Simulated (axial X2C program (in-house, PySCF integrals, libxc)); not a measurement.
**AuNa: from the state search to constants**

Aim: find the lowest determinant of AuNa, scan the bond at several levels and fit the constants, once spin-free and once with spin–orbit coupling.

The runs use an in-house X2C program for linear molecules on PySCF integrals; all-electron X2C, Au dyall-cv3z, Na dyall-cv3z.

All values are calculated.

### Step 1. Set-up

task.json

```json
{"zs": [79, 11], "q": 0, "bas": ["dyall-cv3z", "dyall-cv3z"], "levels": ["PBE0", "HF", "BLYP"], "cc": true, "r0": 2.79, "thr": -1.0, "nmax": 90, "npts": 10, "nst": 2, "ntry": 6}
```

Keys: zs atomic numbers; q charge; bas basis sets; levels methods (HF also brings MP2); cc coupled cluster on or off; r0 starting distance in Å; thr threshold in hartree for freezing inner shells (an s shell follows its p shell); nmax most natural virtual spinors; npts points asked for on the curve; nst determinants followed; ntry starts of the search.

Command:

```
> python so2c.py task.json out
```

Spin-free means the one-electron spin-free X2C Hamiltonian; two-component (2c) means X2C with spin–orbit coupling and atomic mean-field two-electron Coulomb and Gaunt terms. Basis: Au dyall-cv3z contracted to [13s14p9d6f4g], Na dyall-cv3z contracted to [9s8p5d2f]; Gaussian nuclei, density fitting. Masses: Au 196.967 u, Na 22.990 u.

Notation: σ, π±, δ± give the projection m of an orbital's angular momentum (0, ±1, ±2), α and β its spin, Λ and M_S the sums; ω is the projection of a spinor's total angular momentum and Ω the sum. Logs are in hartree.

The runs that follow: PBE0, spin-free; HF, spin-free; BLYP, spin-free; Correlated methods, spin-free; PBE0, 2c; HF, 2c; BLYP, 2c; Correlated methods, 2c.

Before running it: what results should come out? Wanted: for each run, Hamiltonian; Re; ωe; De; μ.

**Answer**, as computed:

Lowest determinant that the search found at its distance, spin-free: M_S = 0, Λ = 0 (closed shell).

Lowest determinant that the search found at its distance, 2c: Ω = 0 (closed shell).

| Hamiltonian | level | Re (Å) | ωe (cm⁻¹) | De (eV) | μ (D) |
| --- | --- | --- | --- | --- | --- |
| spin-free | PBE0 | 2.593 | 239.1 | 2.28 | 6.96 |
| spin-free | HF | 2.682 | 212.8 | 0.955 | 6.55 |
| spin-free | MP2 | 2.592 | 250.8 | 2.55 | n/a |
| spin-free | CCSD | 2.623 | 235.7 | 2.41 | n/a |
| spin-free | CCSD(T) | 2.621 | 238.2 | 2.56 | n/a |
| spin-free | BLYP | 2.604 | 236.7 | 2.54 | 6.92 |
| 2c | PBE0 | 2.593 | 239.3 | 2.30 | 6.96 |
| 2c | HF | 2.681 | 213.7 | 0.974 | 6.58 |
| 2c | MP2 | 2.593 | 250.9 | 2.58 | n/a |
| 2c | CCSD | 2.623 | 237.0 | 2.44 | n/a |
| 2c | CCSD(T) | 2.621 | 239.5 | 2.58 | n/a |
| 2c | BLYP | 2.605 | 236.6 | 2.55 | 6.92 |

Dipoles are positive if Na is the positive end.

At CCSD(T), going from spin-free to two-component changes Re by 0 mÅ, ωe by +0.5 %, which is small (part of it comes from the scalar share of the two-electron terms). De moves by +0.02 eV; both De rest on single-determinant atoms, which can miss part of an open shell's spin–orbit lowering.

De refers to Au + Na, each in the lowest determinant found, which need not be this curve's own limit. Each curve is one determinant whose occupation by symmetry is held fixed; it was picked as the lowest of a PBE0 search that is not exhaustive. The closed shell is kept restricted; where the fragments are open shells, the energy then runs too high at long range. De is counted from the lowest determinant-based energies of the atoms at the same level, without counterpoise correction. CCSD and (T) use frozen natural virtuals with an MP2 correction for the truncation. With the outer-core shells frozen, correlated bond lengths of heavy atoms tend to come out a few hundredths of an ångström too long. T1 at Re is 0.036 (Lee–Taylor), above the customary mark of 0.02.
